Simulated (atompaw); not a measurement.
# Pseudopotential generation for germanium: PAW (atompaw), PBE

Task: generate the file, and judge it by its logarithmic derivatives, its ghosts and its cutoff.

Method: atompaw 4.2.0.5, PBE, scalar-relativistic.

### 1 The design

Typed settings, in words:

| Quantity | Value |
| --- | --- |
| element | germanium (Ge, Z = 32) |
| type | PAW |
| frozen core | [Ar] |
| valence charge | 14 |
| reference configuration | 3d10 4s2 4p2 |
| partial waves | 4s (bound): rc 2.55 bohr; 4s channel at 2.85 Ry: rc 1.85 bohr; 4p (bound): rc 2.55 bohr; 4p channel at 1.65 Ry: rc 2.55 bohr; 3d (bound): rc 1.05 bohr; 3d channel at -0.95 Ry: rc 1.05 bohr |
| local potential | bessel scheme, radius 2.35 bohr |
| core correction | smooth core density matched at 1.90 bohr |
| augmentation charge | sinc compensation charge, radius 2.15 bohr; PAW radius 2.55 bohr; waves and projectors: custom rrkj vanderbiltortho |

An earlier all-electron run gives the scale for the radii.

All-electron outer shells of the reference configuration (PBE, scalar-relativistic, ld1.x):

| shell | level (eV) | outermost node (bohr) | outermost maximum (bohr) |
| --- | --- | --- | --- |
| 3s | -168.49 | 0.26 | 0.54 |
| 3p | -115.62 | 0.23 | 0.54 |
| 3d | -29.31 | – | 0.50 |
| 4s | -11.73 | 0.77 | 1.75 |
| 4p | -3.90 | 0.82 | 2.22 |

### 2 Generating the potential

Contents of Ge.input:

```
Ge 32
GGA-PBE scalarrelativistic loggrid 1500 logderivrange -4 5 226
4 4 3 0 0 0
4 1 2
0 0 0
c
c
c
v
c
c
v
v
2
2.55 2.15 2.35 1.90
y
2.85
n
y
1.65
n
y
-0.95
n
custom rrkj vanderbiltortho sinc
bessel
2.55
1.85
2.55
2.55
1.05
1.05
PWSCFOUT
UPFDX 0.0125d0 UPFXMIN -7.d0 UPFZMESH 32.d0
END
```

Run with:

```sh
atompaw < Ge.input > Ge.log
```

Before running it: what results should come out? Wanted: cutoffs for 10 and 1 mRy, occupied levels; bound ghosts; largest phase difference near zero energy, channels read; lowest eigenvalue of the overlap; share of valence orbitals outside the PAW sphere; UPF file.

The runs gave:

| quantity | value |
| --- | --- |
| cutoffs for 10 and 1 mRy, occupied levels | 140 Ry and 230 Ry |
| bound ghosts | none found |
| largest phase difference near zero energy, channels read | 0.016 rad |
| lowest eigenvalue of the overlap (Bessel basis) | 0.450 (s) |
| share of valence orbitals outside the PAW sphere | 4s 25 %, 4p 54 %, 3d 0 % |
| UPF file | written |

What this shows: The potential is very hard: the looser tolerance needs 140 Ry. The slowest occupied level is 3d: taken alone it needs 140 Ry to come within 1 mRy, against 10 Ry for 4p. The Bessel-basis test finds no level below the valence levels. Near zero energy the phases of the channels with partial waves agree within 0.016 rad. All of this concerns the isolated atom, not yet a solid.
